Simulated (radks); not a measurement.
# The Coulomb parameter U of the 4d shell of Ru³⁺

Aim: U as the second difference [E(n + 0.5) + E(n − 0.5) − 2E(n)]/0.5², with all orbitals relaxed. Bare: the atom's charge changes with n. Screened: the 5p shell takes up the change. The start is a model configuration, not necessarily the ground state.

Program: radks (a radial shooting solver on a logarithmic mesh, Libxc functionals) version 1. Level of theory: Dirac Kohn-Sham, PBEsol, spin-unpolarised, spherical densities, point nucleus; open shells are shared between the two j in proportion to 2j + 1. These are calculated values, not measurements, unless marked.

## (1) What is computed

- element: ruthenium (Z = 44)
- charge: +3
- electrons: 41
- configuration: [Kr] 4d4 5p1

The outer shells:

Ru³⁺
```
[Kr] core
4d [↑ ][↑ ][↑ ][↑ ][  ]
5p [↑ ][  ][  ]
```

In the logs a row gives level, spin channel, occupation and eigenvalue; Etot, Ekin, Encl (electron-nucleus), Eh (Hartree) and Exc are energies, all in hartree; err is the last residual, it the number of iterations.

## (2) Start: [Kr] 4d4 5p1

Settings of this run:

```text
Z 44
configuration [Kr] 4d4 5p1
relativity Dirac
functional pbe_sol,pbe_sol
spin unpolarised
j_filling average
nucleus point
c 137.035999084
```

The program printed:

```text
1s1/2   1   2.0000        -806.83930227
2s1/2   1   2.0000        -117.33545248
2p1/2   1   2.0000        -108.55459609
2p3/2   1   4.0000        -103.74808932
3s1/2   1   2.0000         -21.93260989
3p1/2   1   2.0000         -18.52766379
3p3/2   1   4.0000         -17.71132315
3d3/2   1   4.0000         -11.68177403
3d5/2   1   6.0000         -11.52256331
4s1/2   1   2.0000          -4.29741685
4p1/2   1   2.0000          -3.26392689
4p3/2   1   4.0000          -3.13213936
4d3/2   1   1.6000          -1.55974144
4d5/2   1   2.4000          -1.54324442
5p1/2   1   0.3333          -0.89993440
5p3/2   1   0.6667          -0.87992459
Etot -4526.5435734665025
Ekin 4710.368769284516
Encl -10891.518709748667
Eh 1784.489518077588
Exc -129.88315107993913
err 3.6335414219709195e-09
it 14
```

The top filled level is 5p3/2, -23.944 eV.

From the orbitals of this run (lengths in bohr):

| level | occupation | energy (eV) | <r> | outermost maximum (interpolated) | 90 % within | nodes |
| --- | --- | --- | --- | --- | --- | --- |
| 3d5/2 | 6 | -313.54 | 0.3854 | 0.302 | 0.613 | 0 |
| 4s1/2 | 2 | -116.94 | 1.004 | 0.910 | 1.46 | 3 |
| 4p1/2 | 2 | -88.816 | 1.079 | 0.958 | 1.59 | 2 |
| 4p3/2 | 4 | -85.230 | 1.106 | 0.981 | 1.63 | 2 |
| 4d3/2 | 1.6 | -42.443 | 1.384 | 1.14 | 2.13 | 1 |
| 4d5/2 | 2.4 | -41.994 | 1.395 | 1.15 | 2.14 | 1 |
| 5p1/2 | 0.333333 | -24.488 | 2.798 | 2.55 | 4.02 | 3 |
| 5p3/2 | 0.666667 | -23.944 | 2.855 | 2.60 | 4.09 | 3 |

The radial density on a logarithmic grid:

| r (bohr) | 4πr²ρ (e/bohr) |
| --- | --- |
| 0.00153 | 2.099 |
| 0.00233 | 4.363 |
| 0.00357 | 8.738 |
| 0.00549 | 16.72 |
| 0.00839 | 28.94 |
| 0.0129 | 44.19 |
| 0.0198 | 55.19 |
| 0.0304 | 54.13 |
| 0.0465 | 48.00 |
| 0.0711 | 58.18 |
| 0.109 | 69.35 |
| 0.167 | 50.02 |
| 0.258 | 49.64 |
| 0.394 | 47.46 |
| 0.606 | 17.09 |
| 0.927 | 13.79 |
| 1.42 | 7.407 |
| 2.18 | 1.552 |
| 3.33 | 0.3943 |
| 5.13 | 0.03116 |

## (3) Bare +0.5: [Kr] 4d4.5 5p1

Input: that of step 2 with these lines changed.

```diff
@@ -1,3 +1,3 @@
 Z 44
-configuration [Kr] 4d4 5p1
+configuration [Kr] 4d4.5 5p1
 relativity Dirac
```

The program printed:

```text
1s1/2   1   2.0000        -806.54021759
2s1/2   1   2.0000        -117.03148176
2p1/2   1   2.0000        -108.25096273
2p3/2   1   4.0000        -103.44436705
3s1/2   1   2.0000         -21.63373798
3p1/2   1   2.0000         -18.22868152
3p3/2   1   4.0000         -17.41253247
3d3/2   1   4.0000         -11.38212710
3d5/2   1   6.0000         -11.22298712
4s1/2   1   2.0000          -4.01666723
4p1/2   1   2.0000          -2.98784275
4p3/2   1   4.0000          -2.85771250
4d3/2   1   1.8000          -1.30464974
4d5/2   1   2.7000          -1.28893479
5p1/2   1   0.3333          -0.73150807
5p3/2   1   0.6667          -0.71406493
Etot -4527.254343366401
Ekin 4711.04005232047
Encl -10904.5858545836
Eh 1796.4532407718934
Exc -130.16178187516488
err 4.084500922427572e-09
it 14
```

E − E(step 2, start: [Kr] 4d4 5p1) = -19.341 eV. Highest occupied level: 5p3/2 at -19.431 eV.

## (4) Bare -0.5: [Kr] 4d3.5 5p1

Input: that of step 3 with these lines changed.

```diff
@@ -1,3 +1,3 @@
 Z 44
-configuration [Kr] 4d4.5 5p1
+configuration [Kr] 4d3.5 5p1
 relativity Dirac
```

The program printed:

```text
1s1/2   1   2.0000        -807.15506131
2s1/2   1   2.0000        -117.65647373
2p1/2   1   2.0000        -108.87528800
2p3/2   1   4.0000        -104.06887050
3s1/2   1   2.0000         -22.24732222
3p1/2   1   2.0000         -18.84251348
3p3/2   1   4.0000         -18.02593388
3d3/2   1   4.0000         -11.99739799
3d5/2   1   6.0000         -11.83809982
4s1/2   1   2.0000          -4.59046864
4p1/2   1   2.0000          -3.55188794
4p3/2   1   4.0000          -3.41827546
4d3/2   1   1.4000          -1.82626427
4d5/2   1   2.1000          -1.80897178
5p1/2   1   0.3333          -1.07736000
5p3/2   1   0.6667          -1.05478012
Etot -4525.702597490882
Ekin 4709.570038082484
Encl -10877.729178455786
Eh 1772.0446133052506
Exc -129.58807042282996
err 1.924213574544863e-09
it 14
```

E − E(step 2, start: [Kr] 4d4 5p1) = +22.884 eV. 5p3/2 is the highest filled level (-28.702 eV).

## (5) Screened +0.5: [Kr] 4d4.5 5p0.5

Input: that of step 4 with these lines changed.

```diff
@@ -1,3 +1,3 @@
 Z 44
-configuration [Kr] 4d3.5 5p1
+configuration [Kr] 4d4.5 5p0.5
 relativity Dirac
```

The program printed:

```text
1s1/2   1   2.0000        -806.71593355
2s1/2   1   2.0000        -117.20479175
2p1/2   1   2.0000        -108.42457434
2p3/2   1   4.0000        -103.61790916
3s1/2   1   2.0000         -21.80622673
3p1/2   1   2.0000         -18.40119633
3p3/2   1   4.0000         -17.58500883
3d3/2   1   4.0000         -11.55455922
3d5/2   1   6.0000         -11.39540829
4s1/2   1   2.0000          -4.18674134
4p1/2   1   2.0000          -3.15750035
4p3/2   1   4.0000          -3.02721341
4d3/2   1   1.8000          -1.47021602
4d5/2   1   2.7000          -1.45431238
5p1/2   1   0.1667          -0.85824096
5p3/2   1   0.3333          -0.83913727
Etot -4526.863104216767
Ekin 4710.65126667245
Encl -10896.835649694189
Eh 1789.3795563882236
Exc -130.05827758325188
err 4.4252502325264385e-09
it 14
```

E − E(step 2, start: [Kr] 4d4 5p1) = -8.695 eV. The top filled level is 5p3/2, -22.834 eV.

## (6) Screened -0.5: [Kr] 4d3.5 5p1.5

Input: that of step 5 with these lines changed.

```diff
@@ -1,3 +1,3 @@
 Z 44
-configuration [Kr] 4d4.5 5p0.5
+configuration [Kr] 4d3.5 5p1.5
 relativity Dirac
```

The program printed:

```text
1s1/2   1   2.0000        -806.96496050
2s1/2   1   2.0000        -117.46892704
2p1/2   1   2.0000        -108.68739943
2p3/2   1   4.0000        -103.88105986
3s1/2   1   2.0000         -22.06118008
3p1/2   1   2.0000         -18.65633116
3p3/2   1   4.0000         -17.83981358
3d3/2   1   4.0000         -11.81126435
3d5/2   1   6.0000         -11.65198509
4s1/2   1   2.0000          -4.40840626
4p1/2   1   2.0000          -3.37047796
4p3/2   1   4.0000          -3.23710847
4d3/2   1   1.4000          -1.64924255
4d5/2   1   2.1000          -1.63213989
5p1/2   1   0.5000          -0.93927147
5p3/2   1   1.0000          -0.91830312
Etot -4526.199447070996
Ekin 4710.062551860412
Encl -10886.110123537086
Eh 1779.5601922874475
Exc -129.71206768176967
err 2.9615075548176315e-09
it 14
```

Energy against step 2 (start: [Kr] 4d4 5p1): +9.364 eV. The top filled level is 5p3/2, -24.988 eV.

## (7) All runs together

| quantity | value (eV) |
| --- | --- |
| U, bare | 14.172 |
| U, screened by 5p | 2.677 |

Letting 5p compensate leaves 19 % of the bare value; this second difference measures U(4d,4d) + U(5p,5p) − 2U(4d,5p). A solid screens further than the bare atom, so the bare value is an upper guide for the U of a crystal.
